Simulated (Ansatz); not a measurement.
# C₄N₄Sn: how energies converge with the basis set

The task here is to estimate one member of a computed series from the others.

Program: Ansatz 0.2.0, Gaussian basis. Level of theory: one geometry, several basis sets. These are calculated values, not measurements.

Plan: PBE0-D4/def2-SVP; ωB97M-V/def2-SVP; PBE0-D4/def2-QZVPP; ωB97M-V/def2-QZVPP; the functionals' def2-TZVPP values are taken from earlier runs.

2 further runs of the same task are left out: 2 for a known fault of the program.

## The relaxed structure

The geometry comes from an earlier relaxation with PBE0-D4 in a triple-zeta def2 set; it is a stationary point, not always the lowest conformer. Sn takes the def2 core potential; no spin-orbit term is included.

SMILES `N#[C][Sn]([C]#N)([C]#N)[C]#N`, 9 atoms, charge 0, spin multiplicity 1.

Atoms are counted from 1 here; the program's logs count them from 0.

Bond lengths: N1–C2 1.151 Å, C2–Sn3 2.073 Å, Sn3–C4 2.073 Å, Sn3–C6 2.073 Å, Sn3–C8 2.073 Å, C4–N5 1.151 Å, C6–N7 1.151 Å, C8–N9 1.151 Å. Angles: N1–C2–Sn3 179.9°, C2–Sn3–C4 109.5°, C2–Sn3–C6 109.5°, C2–Sn3–C8 109.5°, C4–Sn3–C6 109.5°, C4–Sn3–C8 109.5°, C6–Sn3–C8 109.5°, Sn3–C4–N5 179.9°, Sn3–C6–N7 179.9°, Sn3–C8–N9 180.0°.

Set-up of the first run:

Contents of in.yaml:

```yaml
crystal:
  periodic: [false, false, false]
  atoms:
    - {symbol: N, position_ang: [2.401511, -2.150966, 0.256927]}
    - {symbol: C, position_ang: [1.547294, -1.385465, 0.164193]}
    - {symbol: Sn, position_ang: [0.009985, -0.005211, -0.002202]}
    - {symbol: C, position_ang: [-1.042413, -0.350304, -1.754194]}
    - {symbol: N, position_ang: [-1.629087, -0.542014, -2.725450]}
    - {symbol: C, position_ang: [0.802332, 1.909741, -0.037510]}
    - {symbol: N, position_ang: [1.243308, 2.972494, -0.056790]}
    - {symbol: C, position_ang: [-1.267445, -0.194746, 1.619011]}
    - {symbol: N, position_ang: [-1.977085, -0.299829, 2.518814]}
basis:
  gaussian: {orbitals: def2-SVP}
hamiltonian: {xc: pbe0, dispersion: d4}
output: {orbitals: {seedname: orbitals}}
```

Command:

```sh
$ ansatz run in.yaml --threads 2 --pin off --events-out ev --progress --plain --max-ram 32768MiB --backend cpu
```

Steps of the session up to this table: PBE0-D4 in def2-SVP; ωB97M-V in def2-SVP; PBE0-D4 in def2-QZVPP; ωB97M-V in def2-QZVPP.

One of the session's tables, all rows but one given; the rest of the session is left out.

It belongs to the step «Functionals by basis». 

```
functional       basis  HOMO (eV)  LUMO (eV)
   PBE0-D4    def2-SVP     -11.11      -2.51
   PBE0-D4  def2-TZVPP     -11.21      -2.68
   PBE0-D4  def2-QZVPP     -11.23      -2.70
   ωB97M-V    def2-SVP     -13.47      -0.44
   ωB97M-V  def2-TZVPP     -13.60      -0.67
   ωB97M-V  def2-QZVPP          ?          ?
```

Q: Estimate the row for ωB97M-V, def2-QZVPP from the others.

The run gave: HOMO (eV): -13.61; LUMO (eV): -0.70. In the column «HOMO (eV)» it is the lowest.
